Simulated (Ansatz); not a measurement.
# SbP (zincblende type): how the settings move a single-point run

Aim: see which settings change the result for SbP (zincblende type), by how much, and at what cost.

Computed with Ansatz 0.2.0 (reference: DFT, PBEsol, all-electron LAPW, scalar-relativistic, unless a step's input says otherwise).

### 1 The starting structure

The structure is cubic, space group F-43m (No. 216). Conventional cell: a = 5.990 Å, b = 5.990 Å, c = 5.990 Å, α = 90.00°, β = 90.00°, γ = 90.00°. Sb (site symmetry -43m) is surrounded by 4 P at 2.59 Å. Around P (site symmetry -43m) lie 4 Sb at 2.59 Å.

As a file:

```cif
data_structure
_symmetry_space_group_name_H-M 'P 1'
_symmetry_Int_Tables_number 1
_cell_length_a 4.2355
_cell_length_b 4.2355
_cell_length_c 4.2355
_cell_angle_alpha 60.000
_cell_angle_beta 60.000
_cell_angle_gamma 60.000
_cell_volume 53.73
loop_
_atom_site_label
_atom_site_type_symbol
_atom_site_fract_x
_atom_site_fract_y
_atom_site_fract_z
_atom_site_occupancy
Sb1 Sb 0.00000 0.00000 0.00000 1
P1 P 0.25000 0.25000 0.25000 1
```

### 2 Baseline

Contents of input.yaml:

```yaml
crystal:
  lattice:
    - [0.0, 2.9949293232, 2.9949293232]
    - [2.9949293232, 0.0, 2.9949293232]
    - [2.9949293232, 2.9949293232, 0.0]
  atoms:
    - { symbol: Sb, position: [0.0, 0.0, 0.0] }
    - { symbol: P, position: [0.25, 0.25, 0.25] }
kpoints:
  mp_grid: { grid: [11, 11, 11] }
scf:
  occupations: { method: fermi_dirac, width: 0.08 }
hamiltonian:
  xc: pbesol
  pseudopotentials: { kind: all_electron, lapw: { basis_error: 0.001 } }
output:
  forces: true
  stress: true
  eigenvalues: true
  populations: true
```

On the command line:

```sh
> ansatz run input.yaml --threads 1 --pin off --max-ram 2048MiB --backend cpu --events-out ev --progress --plain --runs-dir out
```

### 3 A further run, with the input changed

Changes to input.yaml since step 2:

```diff
@@ -9,5 +9,6 @@
 kpoints:
-  mp_grid: { grid: [11, 11, 11] }
+  mp_grid: { grid: [4, 4, 4] }
 scf:
   occupations: { method: fermi_dirac, width: 0.08 }
+  convergence: { dr2_threshold: 0.0001 }
 hamiltonian:
```

(Steps that only read results are left out.)

**Question.** What will these runs give? Wanted: for each run, ending; energy change; pressure; gap; force.

As calculated:

```
                                            run     ending    energy change  pressure (GPa)  gap (eV)  force (eV/Å)  cycles  time
                                      reference  converged                0             5.9      0.00          0.00       9  26 s
1: mp_grid.grid [4, 4, 4], dr2_threshold 0.0001  converged  -132.2 meV/atom             3.8      0.00          0.00       5   4 s
```

Residual by cycle in the longest SCF loop of each run; runs are numbered as in the table. The quantity is the density residual dr2, in eV.

```
cycle  reference    run 1
    1       0.65    0.537
    2      0.172   0.0712
    3     0.0332  0.00851
    4    0.00199   1.2e-4
    5     5.2e-4   2.2e-6
    6     1.1e-4        -
    7     9.9e-6        -
    8     4.2e-7        -
    9     2.2e-8        -
```

What this shows: Changing the k-point mesh and convergence setting moves the energy by -132.2 meV/atom, and the pressure goes from 5.9 to 3.8 GPa. The energy is not variational in the mesh, so the sign tells nothing. The other settings changed steer the path, not the converged energy, so the shift is the mesh's. Cost: 5 SCF cycles against 9, 4 s against 26 s. Semilocal functionals close small gaps, and spin-orbit coupling, left out here, moves these band edges, so the missing gap need not be the real solid's.
